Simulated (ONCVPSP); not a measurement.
# Pseudopotential generation for nickel: ONCV, PBEsol

Aim: build the potential from the settings below, then test how well it stands in for the atom: other configurations, scattering, ghost states and the plane-wave cutoff that it needs.

Method: ONCVPSP 4.0.1.1 (patched build), PBEsol, scalar-relativistic.

## (1) Starting point

Typed settings, in words:

```json
{
 "element": "nickel (Ni, Z = 28)",
 "type": "optimised norm-conserving Vanderbilt (ONCV)",
 "frozen core": "[Ar]",
 "valence charge": "10",
 "reference configuration": "3d8 4s2",
 "partial waves": "4s: rc 2.35 bohr, ncon 4, nbas 7, qcut 3.3 1/bohr, 1 projector; p scattering state at 0.2 Ha: rc 2.30 bohr, ncon 5, nbas 9, qcut 3.9 1/bohr, 2 projectors, debl 1.9 Ha; 3d: rc 1.50 bohr, ncon 4, nbas 9, qcut 8.8 1/bohr, 3 projectors, debl 3.2 Ha",
 "local potential": "polynomial inside 1.25 bohr (lpopt 3, dvloc0 1 Ha)",
 "core correction": "not asked for"
}
```

An earlier all-electron run gives the scale for the radii.

All-electron outer shells of the reference configuration (PBEsol, scalar-relativistic, ld1.x):

```json
{"shell": "3p", "level (eV)": "-71.25", "outermost node (bohr)": "0.27", "outermost maximum (bohr)": "0.65"}
{"shell": "3d", "level (eV)": "-8.90", "outermost node (bohr)": "–", "outermost maximum (bohr)": "0.63"}
{"shell": "4s", "level (eV)": "-5.66", "outermost node (bohr)": "0.92", "outermost maximum (bohr)": "2.24"}
{"shell": "4p", "level (eV)": "-1.19", "outermost node (bohr)": "1.00", "outermost maximum (bohr)": "3.14"}
```

## (2) Generating the potential

Contents of Ni.dat:

```
# ATOM AND REFERENCE CONFIGURATION
# atsym  z   nc   nv     iexc    psfile
  Ni 28.00    5    2  -116133      upf
#
#   n    l    f
    1    0    2.00
    2    0    2.00
    2    1    6.00
    3    0    2.00
    3    1    6.00
    3    2    8.00
    4    0    2.00
#
# PSEUDOPOTENTIAL AND OPTIMIZATION
# lmax
    2
#
#   l,   rc,      ep,       ncon, nbas, qcut
    0    2.35    0.00    4    7    3.30
    1    2.30    0.20    5    9    3.90
    2    1.50    0.00    4    9    8.80
#
# LOCAL POTENTIAL
# lloc, lpopt,  rc(5),   dvloc0
    4    3    1.25    1.00
#
# VANDERBILT-KLEINMAN-BYLANDER PROJECTORs
# l, nproj, debl
    0    1    1.80
    1    2    1.90
    2    3    3.20
#
# MODEL CORE CHARGE
# icmod, fcfact, rcfact
    0    0.00    0.00
#
# LOG DERIVATIVE ANALYSIS
# epsh1, epsh2, depsh
   -2.00    5.00    0.02
#
# OUTPUT GRID
# rlmax, drl
    6.00    0.01
#
# TEST CONFIGURATIONS
# ncnf
    4
# nvcnf
#   n    l    f
    2
    3    2    8.00
    4    0    1.00
#
    2
    3    2    8.00
    4    0    0.00
#
    2
    3    2    7.00
    4    0    0.00
#
    2
    3    2    8.50
    4    0    1.50
#
```

Command:

```bash
$ oncvpsp.x < Ni.dat > Ni.out
```

**Question.** What will these runs give? Wanted: cutoffs for 1 and 0.1 mHa per electron, occupied waves; bound ghosts; GHOST(+) flags; largest test error; largest phase difference near zero energy, channels read; projector energies reset by the program.

As calculated:

| quantity | value |
| --- | --- |
| cutoffs for 1 and 0.1 mHa per electron, occupied waves | 37 Ha and 94 Ha |
| bound ghosts | none found |
| GHOST(+) flags | s at 5 eV |
| largest test error (AE − PS) | +99 meV, for 3d7 4s0 |
| largest phase difference near zero energy, channels read | 3.090 rad |
| projector energies reset by the program | p: 0.050, 1.950 Ha |

In words: By total energies transferability is fair: the largest error is 99 meV on 64.0 eV, for 3d7 4s0. That test lies far up in energy; among those under 40 eV, nearer to bonding, the largest error is 21 meV. The potential is hard: the looser tolerance needs 37 Ha. The tighter tolerance needs 94 Ha, and converged work needs a cutoff nearer that. At the looser tolerance the 3d wave is the slowest; 4s needs 5 Ha. It is free of bound ghosts as far as tested. Of the channels read, s scatters worst near zero energy, by up to 3.09 rad. A step near π is an extra or missing state, not a misfit of shape. The pseudo curves have a pole with no partner nearby in the atom's: s at 0.18 Ha. At positive energy that is a spurious or a displaced resonance. The program also flags highly localised states, GHOST(+) (s).
